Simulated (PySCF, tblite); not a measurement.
**GeH10NPSi3, a small gas-phase stand-in for a defect centre: NMR shifts, core binding energies and electronic excitations**

What NMR shifts, core binding energies and electronic excitations should one expect for `[SiH3][PH][Ge][N]([SiH3])[SiH3]`? It is drawn as: twofold Ge.

Programs: tblite 0.8.0 and PySCF 2.14.0. All values are calculated, for the isolated system unless a continuum is named. Atoms count from 0, parts from 1.

### 1 The system as given

16 atoms, charge 0, multiplicity 1; geometry: distance geometry start.

### 2 Geometry optimisation with GFN2-xTB

The job: settings as JSON, then the geometry in Å.

```
{"job": {"kind": "relax", "xc": "GFN2-xTB", "basis": "xTB"}, "charge": 0, "multiplicity": 1}
Ge     0.442046     0.753762    -0.045288
N      0.105844     1.324450     1.775815
Si    -1.474329     0.787339     2.478937
Si     1.569640     1.296257     2.846574
P      0.403657     0.120442    -2.219528
Si     1.205467    -1.892738    -2.635021
H     -2.447364     1.772360     2.218592
H     -1.323117     0.642825     3.876573
H     -1.850521    -0.445966     1.939367
H      2.551040     0.434247     2.321075
H      1.178553     0.832791     4.145778
H      2.065105     2.598589     3.006824
H      0.747495     1.105279    -3.133761
H      0.556376    -2.826035    -1.796402
H      2.622056    -1.888656    -2.402537
H      0.970245    -2.201554    -3.990179
```

Method: GFN2-xTB geometry optimisation, gas phase.

Run with:

```bash
$ OMP_NUM_THREADS=1 python cluster_run.py task.json out
```

This one command runs all jobs of the session in turn.

**Question.** The jobs that follow are: PBE0-D3(BJ)/def2-SVP geometry optimisation, gas phase; GIAO PBE0/pcSseg-1 NMR shielding, non-relativistic, gas phase; delta-SCF UKS SCAN, pcX-2 on the ionised atom, pcseg-1 elsewhere, spin-free X2C; TDDFT CAM-B3LYP/def2-SVPD, vertical, gas phase, core orbitals frozen in the response. Predict: point group; rotational constants (main isotopes); 1H shifts against TMS (PBE0/pcSseg-1); 73Ge shifts against GeMe4 (PBE0/pcSseg-1); 15N shifts against NH3 (PBE0/pcSseg-1); 29Si shifts against TMS (PBE0/pcSseg-1); 31P shifts against H3PO4 (PBE0/pcSseg-1); Si2p binding energies, SCAN/pcX-2; N1s binding energies, SCAN/pcX-2; P2p binding energies, SCAN/pcX-2; lowest singlet (CAM-B3LYP/def2-SVPD); brightest single state of those computed; lowest triplet; vertical ionisation energy (ΔSCF); vertical electron affinity (ΔSCF).

**Answer**, as computed:

```
                                 quantity                                                           value
                              point group                                                              C1
     rotational constants (main isotopes)                                            1.42, 0.72, 0.60 GHz
    1H shifts against TMS (PBE0/pcSseg-1)  5.64, 5.19, 5.02, 4.92, 4.89, 4.86, 3.85, 3.85, 3.67, 2.27 ppm
73Ge shifts against GeMe4 (PBE0/pcSseg-1)                                                         869 ppm
   15N shifts against NH3 (PBE0/pcSseg-1)                                                       161.9 ppm
  29Si shifts against TMS (PBE0/pcSseg-1)                                        -36.9, -51.8, -110.2 ppm
 31P shifts against H3PO4 (PBE0/pcSseg-1)                                                      -176.7 ppm
        Si2p binding energies, SCAN/pcX-2                           Si3 107.22, Si2 107.14, Si5 106.83 eV
         N1s binding energies, SCAN/pcX-2                                                    N1 403.69 eV
         P2p binding energies, SCAN/pcX-2                                                    P4 135.63 eV
     lowest singlet (CAM-B3LYP/def2-SVPD)                                     3.01 eV (412 nm), f = 0.005
 brightest single state of those computed                                     state 3, 5.29 eV, f = 0.193
                           lowest triplet                                                         2.18 eV
        vertical ionisation energy (ΔSCF)                                                         8.13 eV
        vertical electron affinity (ΔSCF)                                                         0.73 eV
```

In words: The start of the PBE0/def2-SVP relaxation was shaken at random by about 0.01 Å, so part of the energy gained, and of the first lengths quoted, undoes that. Over 8 steps the energy fell by 0.254 eV; of the close pairs, Si3–H9 changed most, 1.432 to 1.493 Å (PBE0/def2-SVP). Hydrogens of an XH3 group are listed apart at this fixed geometry; free rotation makes them one line at their mean. At PBE0/pcSseg-1: The largest span, 1852 ppm, is at Ge0, where the paramagnetic term is -2294 ppm. At SCAN/pcX-2: Si3 (silicon bonded to N, 3 H) binds its Si2p electron 0.39 eV more tightly than Si5 (silicon bonded to P, 3 H). The first singlet state (HOMO→LUMO 0.98) lies at 3.01 eV and is weak; of the 6 states computed, the strongest absorption comes from state 3 at 5.29 eV. The lowest triplet lies 0.83 eV below the lowest singlet (triplets in Tamm-Dancoff, singlets in full TDDFT). The orbital energy would give 7.55 eV for ionisation, ΔSCF gives 8.13 eV. Spin-orbit coupling is left out, which matters for shieldings and couplings at and beside the heavy atoms. A capped cluster stands for the solid here, so long-range fields and strain are missing, and bands or shifts of the capping hydrogens have no counterpart in it.
